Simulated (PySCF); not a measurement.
**[IrH3]+: quartet, from a PBE0 minimum start**

Where does quartet [IrH3]+ go from a PBE0 minimum start, is the end point a minimum, and what are its modes, charges and moments?

The runs use PySCF 2.14.0; PBE0, basis Ir def2-TZVP with ECP60, H def2-TZVP, scalar-relativistic core potentials, no spin–orbit coupling, density fitting.

## 1. The system as given

4 atoms, charge 1, spin multiplicity 4.

Bond lengths: Ir1–H2 1.927 Å, Ir1–H3 1.927 Å, Ir1–H4 1.591 Å, H2–H3 0.806 Å. Angles: H2–Ir1–H3 24.1°, H2–Ir1–H4 140.9°, H3–Ir1–H4 140.9°, Ir1–H2–H3 77.9°, Ir1–H3–H2 77.9°.

```xyz
4
charge 1 multiplicity 4
Ir   -0.0058   -0.0092   -0.0086
H     1.2923    1.3025    0.5465
H     0.6095    1.7306    0.5465
H    -0.7978   -1.2725    0.5458
```

## 2. The SCF at the typed geometry

One driver script runs all steps and calls PySCF; scf.py shows how it sets up the SCF of each step. The optimiser is the driver's own. After this first run the driver tries any further starts and a stability analysis.

The input, scf.py:

```python
from pyscf import gto, scf, dft
mol = gto.M(atom='''
Ir    -0.005766    -0.009196    -0.008560
H      1.292289     1.302497     0.546524
H      0.609498     1.730614     0.546522
H     -0.797845    -1.272458     0.545812''',
    basis={'Ir': 'def2-TZVP', 'H': 'def2-TZVP'},
    ecp={'Ir': 'def2-TZVP'},
    charge=1, spin=3)
mf = dft.UKS(mol, xc='PBE0')
mf.grids.atom_grid = (50, 194)
aux = {'Ir': 'def2-universal-JKFIT', 'H': 'def2-universal-JKFIT'}
mf = mf.density_fit(auxbasis=aux)
mf.conv_tol = 1e-08
mf.diis_space = 10
mf.max_cycle = 60
mf.init_guess = 'minao'
mf.verbose = 4
mf.kernel()
```

Command:

```sh
$ OMP_NUM_THREADS=2 python axn.py task.json out
```

The program printed:

```text
init E= -89.9786066992554
[... the frontier-level lines of each cycle are left out ...]
cycle= 1 E= -105.656413653498  delta_E= -15.7  |g|= 0.323  |ddm|= 4.97
cycle= 2 E= -105.640203508057  delta_E= 0.0162  |g|= 0.404  |ddm|= 0.519
cycle= 3 E= -105.709816616484  delta_E= -0.0696  |g|= 0.0381  |ddm|= 0.365
cycle= 4 E= -105.710822427895  delta_E= -0.00101  |g|= 0.0345  |ddm|= 0.0645
cycle= 5 E= -105.711412664001  delta_E= -0.00059  |g|= 0.00654  |ddm|= 0.0352
cycle= 6 E= -105.711508996011  delta_E= -9.63e-05  |g|= 0.00363  |ddm|= 0.0206
cycle= 7 E= -105.711534679802  delta_E= -2.57e-05  |g|= 0.00127  |ddm|= 0.0121
cycle= 8 E= -105.711537588998  delta_E= -2.91e-06  |g|= 0.000524  |ddm|= 0.00395
cycle= 9 E= -105.71153800556  delta_E= -4.17e-07  |g|= 8.06e-05  |ddm|= 0.00173
cycle= 10 E= -105.711538019737  delta_E= -1.42e-08  |g|= 3.11e-05  |ddm|= 0.000242
cycle= 11 E= -105.711538021315  delta_E= -1.58e-09  |g|= 7.68e-06  |ddm|= 9.33e-05
Extra cycle  E= -105.711538021788  delta_E= -4.73e-10  |g|= 7.02e-06  |ddm|= 3.38e-05
converged SCF energy = -105.711538021788  <S^2> = 3.7532482  2S+1 = 4.0016238
```

This step, with its further starts and checks, took 10 s on 2 threads of Arm Neoverse V1, shared host.

Energies from each starting density:

```
                      start  energy (Eh)
    the minimal-basis guess  -105.711538
a thermally smeared density  -105.711538
      a smeared PBE density  -105.711539
```

This is not the lowest solution: one lies 8.1 kJ/mol lower, at -105.71463 Eh, and the relaxation starts from that.

## 3. Relaxing the quartet from the PBE0 minimum start

The program finds Cs symmetry in the start, which this walk keeps.

scf.py, as its differences from that of step 2:

```diff
@@ -17 +16,0 @@
-mf.init_guess = 'minao'
```

The optimiser's trace:

```
step  energy (Eh)  change (kJ/mol)  largest symmetric gradient (Eh/bohr)
   0  -105.714627             0.00                               0.00006
```

The walk took 0.7 s.

Geometry (Å) and forces (eV/Å) at some steps:

```
step 0
Ir  -0.006  -0.009  -0.009   0.000   0.000   0.002
H    1.292   1.302   0.547  -0.004  -0.003   0.000
H    0.610   1.731   0.547   0.001   0.000  -0.001
H   -0.798  -1.272   0.546   0.003   0.003  -0.001
```

After 0 steps and 0.0 kJ/mol it ends at Cs: H–H 0.806 Å, Ir–H 1.591 Å, Ir–H 1.927 Å (×2); H–H–Ir 77.9° (×2), H–Ir–H 24.1°, H–Ir–H 140.9° (×2).

## 4. Is it a minimum? Harmonic modes

The point is checked on the finer grid, and tightened if its gradient asks for it. The Hessian and the dipole derivatives come from central differences of analytic gradients, with steps of 0.02 bohr.

scf.py, as its differences from that of step 3:

```diff
@@ -3,4 +3,4 @@
-Ir    -0.005766    -0.009196    -0.008560
-H      1.292289     1.302497     0.546524
-H      0.609498     1.730614     0.546522
-H     -0.797845    -1.272458     0.545812''',
+Ir    -0.005743    -0.009159    -0.008726
+H      1.292172     1.302375     0.546558
+H      0.609439     1.730455     0.546556
+H     -0.797691    -1.272213     0.545911''',
@@ -11 +11 @@
-mf.grids.atom_grid = (50, 194)
+mf.grids.atom_grid = (75, 302)
@@ -14 +14 @@
-mf.conv_tol = 1e-08
+mf.conv_tol = 1e-10
```

This SCF starts from the last density.

SCF at the final geometry:

```text
init E= -105.71458086231
[... the frontier-level lines of each cycle are left out ...]
cycle= 1 E= -105.714580862343  delta_E= -3.27e-11  |g|= 3.99e-06  |ddm|= 1.09e-05
Extra cycle  E= -105.714580862363  delta_E= -2.02e-11  |g|= 5.3e-06  |ddm|= 1.07e-05
converged SCF energy = -105.714580862363  <S^2> = 3.7535796  2S+1 = 4.0017894
```

The whole step took 33 s.

Geometry: Cs; H–H 0.806 Å, Ir–H 1.591 Å, Ir–H 1.927 Å (×2); H–H–Ir 77.9° (×2), H–Ir–H 24.1°, H–Ir–H 140.8° (×2).

Harmonic modes (main isotopes):

```
symmetry  ω (cm⁻¹)  IR (km/mol)
      a'       429          0.4
     a''       508          0.6
      a'       658          5.1
     a''      1204         31.0
      a'      2213          7.7
      a'      3577         24.4
```

All wavenumbers are real: a minimum.

Properties at this point:

| Item | Value |
| --- | --- |
| Dipole moment about the centre of mass | 2.10 D |
| Highest occupied level | -14.77 eV |
| Lowest empty level | -10.94 eV |
| Rotational constants | 15.68, 1.823, 1.743 cm⁻¹ |
| Zero-point energy | 51.4 kJ/mol |
| Principal polarisabilities | 23.4, 23.7, 36.5 bohr³ |
| Principal traceless quadrupole moments about the centre of mass | -2.43, -1.42, 3.86 D Å |
| Entropy at 298.15 K and 1 bar (electronic part: spin only) | 261.7 J/(mol K) |
| Heat capacity Cp at 298.15 K | 49.0 J/(mol K) |
| Enthalpy at 298.15 K above 0 K | 11.62 kJ/mol |
| Rotational symmetry number | 1 |
| Spin squared ⟨S²⟩ | 3.754 |

Charges (e) and bond orders:

```tsv
atom	Mulliken	Löwdin	polar tensor	spin (Mulliken)	Mayer order to Ir1
Ir1	0.70	0.74	0.83	2.82	–
H2,3	0.11	0.13	0.09	0.03	0.28
H4	0.07	0.00	-0.01	0.12	0.98
```

Outer orbital energies (eV). α occupied: -65.64, -22.05, -18.41, -17.11, -16.57, -16.57, -16.02, -14.77; empty: -7.53, -6.99, -4.91, -3.10. β occupied: -109.18, -63.57, -63.30, -63.22, -21.49, -17.22, -15.39, -14.90; empty: -10.94, -10.76, -10.64, -6.66.

Mulliken populations on Ir1 (outside its core potential): s 2.81, p 6.14, d 7.34, f 0.01.

## 5. Outcome

```
                                          quantity                                                                                              value
                                           minimum                                                                                        quartet, Cs
                                          geometry  H–H 0.806 Å, Ir–H 1.591 Å, Ir–H 1.927 Å (×2); H–H–Ir 77.9° (×2), H–Ir–H 24.1°, H–Ir–H 140.8° (×2)
                                wavenumbers (cm⁻¹)                                    429 (a'), 508 (a''), 658 (a'), 1204 (a''), 2213 (a'), 3577 (a')
                    dipole moment (centre of mass)                                                                                             2.10 D
highest occupied, lowest empty level (either spin)                                                                                  -14.77, -10.94 eV
                        polar-tensor charge of Ir1                                                                                            +0.83 e
                                 zero-point energy                                                                                        51.4 kJ/mol
                               entropy at 298.15 K                                                                                    261.7 J/(mol K)
                                              ⟨S²⟩                                                                                              3.754
```

**Reading.** The PBE0 minimum start keeps its Cs symmetry and ends in a minimum. The strongest infrared band lies at 1204 cm⁻¹ (a''). Most of the spin sits on Ir1 (Mulliken spin 2.82, against 3 for the whole molecule). The first SCF alone would have been 8 kJ/mol too high. Only this shape and spin were tried, so other structures or states may lie lower. Open d and f shells are described by one determinant, and the ground state may have another occupation or spin. With an element this heavy the missing spin–orbit coupling can shift these numbers.

The search up to here took 45 s.
